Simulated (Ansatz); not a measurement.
# BiTe: the cost of one run

Program: Ansatz 0.2.0. Level of theory: DFT, PBE, plane-wave PAW, default files, scalar-relativistic. These are calculated values, not measurements.

1 further run of the same task is left out (it didn't finish).

## 1. The system as given

Symmetry: Fm-3m, No. 225, cubic system. Conventional cell: a = 6.470 Å, b = 6.470 Å, c = 6.470 Å, α = 90.00°, β = 90.00°, γ = 90.00°. Bi (site symmetry m-3m) is surrounded by 6 Te at 3.23 Å. Around Te (site symmetry m-3m) lie 6 Bi at 3.23 Å.

As a file:

```cif
data_structure
_symmetry_space_group_name_H-M 'Fm-3m'
_symmetry_Int_Tables_number 225
_cell_length_a 6.4700
_cell_length_b 6.4700
_cell_length_c 6.4700
_cell_angle_alpha 90.000
_cell_angle_beta 90.000
_cell_angle_gamma 90.000
_cell_volume 270.84
loop_
_atom_site_label
_atom_site_type_symbol
_atom_site_symmetry_multiplicity
_atom_site_Wyckoff_symbol
_atom_site_fract_x
_atom_site_fract_y
_atom_site_fract_z
_atom_site_occupancy
Bi1 Bi 4 a 0.00000 0.00000 0.00000 1
Te1 Te 4 b 0.50000 0.00000 0.00000 1
```

## 2. Gradients at the starting positions

input.yaml

```yaml
crystal:
  lattice:
    - [0.0, 3.235, 3.235]
    - [3.235, 0.0, 3.235]
    - [3.235, 3.235, 0.0]
  atoms:
    - { symbol: Bi, position: [0.0, 0.0, 0.0] }
    - { symbol: Te, position: [0.5, 0.5, 0.5] }
kpoints:
  mp_grid: { grid: [12, 12, 12] }
scf:
  occupations: { method: fermi_dirac, width: 0.02 }
hamiltonian:
  xc: pbe
  pseudopotentials: { kind: paw }
output:
  forces: true
  stress: true
  populations: true
  efg: { quadrupole_moments_barn: { Bi: -0.516 }, contact_densities: true }
```

On the command line:

```console
$ ansatz run input.yaml --threads 1 --pin off --max-ram 3072MiB --backend cpu --events-out ev --progress --plain --runs-dir out
```

What time and memory should one allow on 1 thread of Intel Xeon Platinum 8488C (Sapphire Rapids), shared host?

About 6.4 s, with a peak of 0.52 GiB.
